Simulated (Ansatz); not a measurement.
## CH₇AlClSi (charge -1), SMILES [SiH3][CH2][AlH2-][Cl]: a ladder of methods at one geometry, step by step

Program: Ansatz 0.2.0, Python API.

Run as a notebook:

```python
import ansatz as az
```

```python
system = (
    az.Crystal.molecule()
    .atom("Si", [-1.475, 0.5338, 0.2664])
    .atom("C", [-0.2683, -0.6457, -0.5326])
    .atom("Al", [1.5746, -0.2608, 0.1171])
    .atom("Cl", [2.279, 1.645, -0.7543])
    .atom("H", [-2.8325, 0.2427, -0.2172])
    .atom("H", [-1.4303, 0.3694, 1.7271])
    .atom("H", [-1.117, 1.9163, -0.0845])
    .atom("H", [-0.3043, -0.5207, -1.6342])
    .atom("H", [-0.5416, -1.688, -0.2693])
    .atom("H", [1.5654, -0.1485, 1.7102])
    .atom("H", [2.55, -1.4436, -0.3287])
)
```

```python
setup = (
    system.calculation()
    .basis(gaussian="def2-SVP")
    .charge(-1)
    .accuracy("high")
)
```

```python
methods = ["mp2", "ccsd", "ccsd_t"]
reports = [setup.correlation(m).run().report for m in methods]
print(f"Hartree-Fock reference {reports[0]['reference_energy_ev'] / 27.211386246:.6f} Ha")
best = reports[-1]["free_energy_ev"] - reports[-1]["reference_energy_ev"]
for method, each in zip(methods, reports):
    gained = each["free_energy_ev"] - each["reference_energy_ev"]
    print(f"{method:8s} total {each['free_energy_ev'] / 27.211386246:.6f} Ha  correlation {gained:9.4f} eV  ({100 * gained / best:.1f} % of the last)")
```

    Hartree-Fock reference -1032.063492 Ha
    mp2      total -1032.527995 Ha  correlation  -12.6398 eV  (85.9 % of the last)
    ccsd     total -1032.591764 Ha  correlation  -14.3750 eV  (97.7 % of the last)
    ccsd_t   total -1032.604014 Ha  correlation  -14.7084 eV  (100.0 % of the last)

Reading the output:
- These settings explore the input space; basis and method may be short of convergence.
- The geometry is a force-field or estimated start, not a minimum of this method, and the basis set is short of its limit. A lower total doesn't mark the better method: functionals have no common bound, and MP2 and coupled cluster aren't variational.
- Inner cores stay frozen, so this is valence correlation.
- Anions want diffuse functions, which this basis lacks.
- Run time: 56 s on 1 thread of Arm Neoverse V1 (shared host), peak memory 0.74 GiB.

(Lines on the test bed's own set-up are left out of the output.)
